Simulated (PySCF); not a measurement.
# BCl3: electronic excitations at several levels of theory, part 2 of 2

PySCF 2.14.0. Atoms count from 0. Earlier steps stand in the parts before.

## 10. TDDFT and polarisability: PBE0/aug-cc-pVTZ

The job: settings as JSON, then the geometry in Å.

```
{"job": {"kind": "uv", "xc": "PBE0", "basis": "aug-cc-pVTZ"}, "charge": 0, "multiplicity": 1}
Cl    -0.863852    -1.507658    -0.009354
B      0.004801     0.002337    -0.011931
Cl    -0.867057     1.510535    -0.000766
Cl     1.746579     0.004326    -0.023659
```

Level: TDDFT PBE0/aug-cc-pVTZ, vertical, gas phase, core orbitals frozen in the response.

Output:

```text
coarse grid: 5960 points
cycle   1  E = -1405.1075348897  dE =  4.889e-01  |g| = 2.881e-01  |ddm| = 3.400e+00
cycle   2  E = -1405.0861497836  dE =  2.139e-02  |g| = 4.244e-01  |ddm| = 1.107e+00
cycle   3  E = -1405.1312779583  dE = -4.513e-02  |g| = 4.049e-02  |ddm| = 5.915e-01
cycle   4  E = -1405.1316687665  dE = -3.908e-04  |g| = 1.317e-02  |ddm| = 5.185e-02
cycle   5  E = -1405.1317117027  dE = -4.294e-05  |g| = 5.929e-04  |ddm| = 1.447e-02
cycle   6  E = -1405.1317118166  dE = -1.139e-07  |g| = 1.116e-04  |ddm| = 1.630e-03
final grid: 46448 points
cycle   7  E = -1405.1568854244  dE = -1.755e-05  |g| = 2.501e-03  |ddm| = 4.062e-02
cycle   8  E = -1405.1568854640  dE = -3.959e-08  |g| = 2.437e-03  |ddm| = 7.887e-03
cycle   9  E = -1405.1568869435  dE = -1.479e-06  |g| = 7.062e-04  |ddm| = 3.665e-03
cycle  10  E = -1405.1568870637  dE = -1.202e-07  |g| = 8.132e-05  |ddm| = 8.652e-04
cycle  11  E = -1405.1568870652  dE = -1.505e-09  |g| = 2.058e-05  |ddm| = 1.583e-04
cycle  12  E = -1405.1568870653  dE = -1.000e-10  |g| = 8.757e-06  |ddm| = 3.914e-05
converged SCF energy = -1405.1568870653

Static polarisability (au): isotropic 55.344, principal 40.869 62.571 62.592

Singlet excitations
state   eV       nm        f      main configurations
  1   5.6967    217.6   0.00000   H->L 1.00
  2   6.5525    189.2   0.00000   H-3->L 1.00
  3   6.5545    189.2   0.00000   H-4->L 1.00
  4   7.0308    176.3   0.13521   H-1->L 0.95
  5   7.0317    176.3   0.13527   H-2->L 0.95
  6   7.8881    157.2   0.00000   H->L+1 0.97
  7   8.5952    144.2   0.00000   H-1->L+1 0.94
  8   8.5960    144.2   0.00000   H-2->L+1 0.94
  9   8.7689    141.4   0.00001   H-5->L 0.96
 10   8.7870    141.1   0.15524   H-3->L+1 0.72, H->L+2 0.23

Triplet excitations (Tamm-Dancoff, eV): 5.5125 6.0303 6.0315 6.3333
```

Wall time 13 s (1 thread of Arm Neoverse V1, shared host); peak memory 0.67 GiB.

Key values: HOMO -9.15 eV, LUMO -1.79 eV; lowest singlet 5.70 eV.

## 11. Ultraviolet spectrum: PBE0/def2-TZVPD

The job: settings as JSON, then the geometry in Å.

```
{"job": {"kind": "uv", "xc": "PBE0", "basis": "def2-TZVPD"}, "charge": 0, "multiplicity": 1}
Cl    -0.863852    -1.507658    -0.009354
B      0.004801     0.002337    -0.011931
Cl    -0.867057     1.510535    -0.000766
Cl     1.746579     0.004326    -0.023659
```

Method: TDDFT PBE0/def2-TZVPD, vertical, gas phase, core orbitals frozen in the response.

Output:

```text
coarse grid: 5960 points
cycle   1  E = -1405.1137078167  dE =  4.779e-01  |g| = 2.880e-01  |ddm| = 1.691e+00
cycle   2  E = -1405.0945212216  dE =  1.919e-02  |g| = 4.116e-01  |ddm| = 5.247e-01
cycle   3  E = -1405.1364167363  dE = -4.190e-02  |g| = 4.647e-02  |ddm| = 2.867e-01
cycle   4  E = -1405.1368899410  dE = -4.732e-04  |g| = 1.613e-02  |ddm| = 4.380e-02
cycle   5  E = -1405.1369446772  dE = -5.474e-05  |g| = 9.994e-04  |ddm| = 1.210e-02
cycle   6  E = -1405.1369449074  dE = -2.302e-07  |g| = 1.043e-04  |ddm| = 1.366e-03
final grid: 46448 points
cycle   7  E = -1405.1370458499  dE = -2.048e-05  |g| = 3.748e-03  |ddm| = 2.711e-02
cycle   8  E = -1405.1370459303  dE = -8.040e-08  |g| = 2.906e-03  |ddm| = 4.821e-03
cycle   9  E = -1405.1370475356  dE = -1.605e-06  |g| = 1.127e-03  |ddm| = 2.462e-03
cycle  10  E = -1405.1370478445  dE = -3.089e-07  |g| = 1.147e-04  |ddm| = 7.560e-04
cycle  11  E = -1405.1370478474  dE = -2.929e-09  |g| = 2.244e-05  |ddm| = 1.060e-04
cycle  12  E = -1405.1370478475  dE = -1.082e-10  |g| = 9.719e-06  |ddm| = 2.576e-05
converged SCF energy = -1405.1370478475

Static polarisability (au): isotropic 55.704, principal 41.151 62.971 62.991

Singlet excitations
state   eV       nm        f      main configurations
  1   5.6433    219.7   0.00000   H->L 1.00
  2   6.4993    190.8   0.00000   H-3->L 1.00
  3   6.5013    190.7   0.00000   H-4->L 1.00
  4   6.9804    177.6   0.13279   H-1->L 0.95
  5   6.9813    177.6   0.13286   H-2->L 0.95
  6   7.8841    157.3   0.00000   H->L+1 0.97
  7   8.5896    144.3   0.00000   H-1->L+1 0.93
  8   8.5903    144.3   0.00000   H-2->L+1 0.93
  9   8.7134    142.3   0.00000   H-5->L 0.96
 10   8.7355    141.9   0.00000   H->L+4 0.94

Triplet excitations (Tamm-Dancoff, eV): 5.4567 5.9754 5.9767 6.2767
```

It took 10 s on 1 thread of Arm Neoverse V1, shared host; peak memory 0.68 GiB.

This run: HOMO -9.14 eV, LUMO -1.83 eV; lowest singlet 5.64 eV.

## 12. TDDFT and polarisability: PBE0/6-31+G*

The job: settings as JSON, then the geometry in Å.

```
{"job": {"kind": "uv", "xc": "PBE0", "basis": "6-31+G*"}, "charge": 0, "multiplicity": 1}
Cl    -0.863852    -1.507658    -0.009354
B      0.004801     0.002337    -0.011931
Cl    -0.867057     1.510535    -0.000766
Cl     1.746579     0.004326    -0.023659
```

With the program's defaults for keys left out, this is: TDDFT PBE0/6-31+G*, vertical, gas phase, core orbitals frozen in the response.

Output:

```text
coarse grid: 5960 points
cycle   1  E = -1405.0395446921  dE =  5.056e-01  |g| = 3.072e-01  |ddm| = 2.228e+00
cycle   2  E = -1405.0139109975  dE =  2.563e-02  |g| = 4.489e-01  |ddm| = 8.574e-01
cycle   3  E = -1405.0686354168  dE = -5.472e-02  |g| = 2.791e-02  |ddm| = 5.214e-01
cycle   4  E = -1405.0688453401  dE = -2.099e-04  |g| = 6.530e-03  |ddm| = 5.285e-02
cycle   5  E = -1405.0688580965  dE = -1.276e-05  |g| = 1.697e-04  |ddm| = 1.089e-02
cycle   6  E = -1405.0688581114  dE = -1.488e-08  |g| = 3.470e-05  |ddm| = 5.571e-04
final grid: 46448 points
cycle   7  E = -1405.0305028883  dE = -6.630e-06  |g| = 2.188e-03  |ddm| = 1.451e-02
cycle   8  E = -1405.0305024854  dE =  4.029e-07  |g| = 2.606e-03  |ddm| = 6.168e-03
cycle   9  E = -1405.0305044421  dE = -1.957e-06  |g| = 3.791e-04  |ddm| = 3.548e-03
cycle  10  E = -1405.0305044809  dE = -3.877e-08  |g| = 5.118e-05  |ddm| = 5.837e-04
cycle  11  E = -1405.0305044816  dE = -7.208e-10  |g| = 1.206e-05  |ddm| = 7.016e-05
converged SCF energy = -1405.0305044816

Static polarisability (au): isotropic 45.622, principal 28.985 53.924 53.957

Singlet excitations
state   eV       nm        f      main configurations
  1   5.7291    216.4   0.00000   H->L 1.00
  2   6.6011    187.8   0.00000   H-3->L 1.00
  3   6.6031    187.8   0.00000   H-4->L 1.00
  4   7.1015    174.6   0.15520   H-1->L 0.95
  5   7.1022    174.6   0.15522   H-2->L 0.95
  6   7.9638    155.7   0.00000   H->L+1 0.98
  7   8.6810    142.8   0.00000   H-1->L+1 0.95
  8   8.6816    142.8   0.00000   H-2->L+1 0.95
  9   8.8677    139.8   0.00000   H-5->L 0.95
 10   8.9182    139.0   0.18820   H-3->L+1 0.88

Triplet excitations (Tamm-Dancoff, eV): 5.5539 6.0959 6.0970 6.3991
```

Run time: 3.5 s. Hardware: 1 thread of Arm Neoverse V1, shared host; peak memory 0.41 GiB.

This run: HOMO -9.20 eV, LUMO -1.81 eV; lowest singlet 5.73 eV.

## 13. Side by side: electronic excitations

Excitations and ground-state properties, with basis size and wall time:

```
                run  lowest singlet (eV)  brightest (eV)      f  gap (eV)  α (Å³)  μ (D)  functions   time
CAM-B3LYP/def2-SVPD                 5.87            9.04  0.178      9.85    8.08   0.00        101   29 s
  wB97X-D/def2-SVPD                 5.89            9.25  0.184     11.04    8.01   0.00        101   28 s
  LC-wPBE/def2-SVPD                 6.15            9.63  0.183     12.40    7.87   0.00        101   31 s
        PBE0/6-31G*                 5.75            7.16  0.153      7.41    5.91   0.00         68  2.3 s
      PBE0/def2-SVP                 5.90            7.39  0.141      7.57    5.44   0.00         68  2.3 s
     PBE0/def2-TZVP                 5.70            7.08  0.130      7.39    7.19   0.00        142  6.8 s
   PBE0/aug-cc-pVDZ                 5.71            8.83  0.165      7.37    8.01   0.00        104  4.7 s
   PBE0/aug-cc-pVTZ                 5.70            8.79  0.155      7.37    8.20   0.00        196   13 s
    PBE0/def2-TZVPD                 5.64            6.98  0.133      7.31    8.25   0.00        175   10 s
       PBE0/6-31+G*                 5.73            8.92  0.188      7.39    6.76   0.00         84  3.5 s
```

Measured dipole: 0.00 D (gas; NIST CCCBDB Release 22 (SRD 101), experimental dipoles).

Measured polarisability: 8.70 Å³ (gas; NIST CCCBDB Release 22 (SRD 101), experimental polarizabilities).

## 14. Summary of results

The summary covers parts 1 to 2.

| quantity | value |
| --- | --- |
| point group | D3h |
| rotational constants (main isotopes) | 3.18, 3.17, 1.59 GHz |
| lowest singlet (CAM-B3LYP/def2-SVPD) | 5.87 eV (211 nm), f = 0.000 |
| brightest single state of those computed | state 10, 9.04 eV, f = 0.178 |
| lowest triplet | 5.70 eV |
| vertical ionisation energy (ΔSCF) | 11.67 eV |
| vertical electron affinity (ΔSCF) | -0.02 eV (unbound: the value hangs on the basis) |
| range of the lowest singlet | 5.64 to 6.15 eV |

Single values in the summary come from the first run of each kind that ended normally (CAM-B3LYP/def2-SVPD), which need not be the best level. The optimisation took 4 steps and gained 0.016 eV; among the close pairs (by a distance rule), B1–Cl3 changed most, from 1.723 to 1.742 Å. The first singlet state (HOMO→LUMO 0.99) lies at 5.87 eV and is dark; of the 10 states computed, the strongest absorption comes from states 9 to 10 together at 9.04 eV (the last computed, so partners may be missing). The lowest triplet lies 0.16 eV below the lowest singlet (triplets in Tamm-Dancoff, singlets in full TDDFT). The orbital energy would give 10.55 eV for ionisation, ΔSCF gives 11.67 eV. The dipole moment, 0.00 D, compares with 0.00 D measured. The polarisability is 7 % below the measured 8.70 Å³. The lowest singlet runs from 5.64 eV (PBE0/def2-TZVPD) to 6.15 eV (LC-wPBE/def2-SVPD), while the orbital gap spans 7.31 to 12.40 eV. The lowest state need not be the same one in every run. The runs solved for a few states only, so the brightest column depends on that window. For the measured polarisability, PBE0/def2-TZVPD misses least (0.45 Å³, 10 s) and PBE0/def2-SVP most (3.26 Å³, 2.3 s). One molecule ranks no method: errors cancel, and vibration and temperature are missing from all runs.
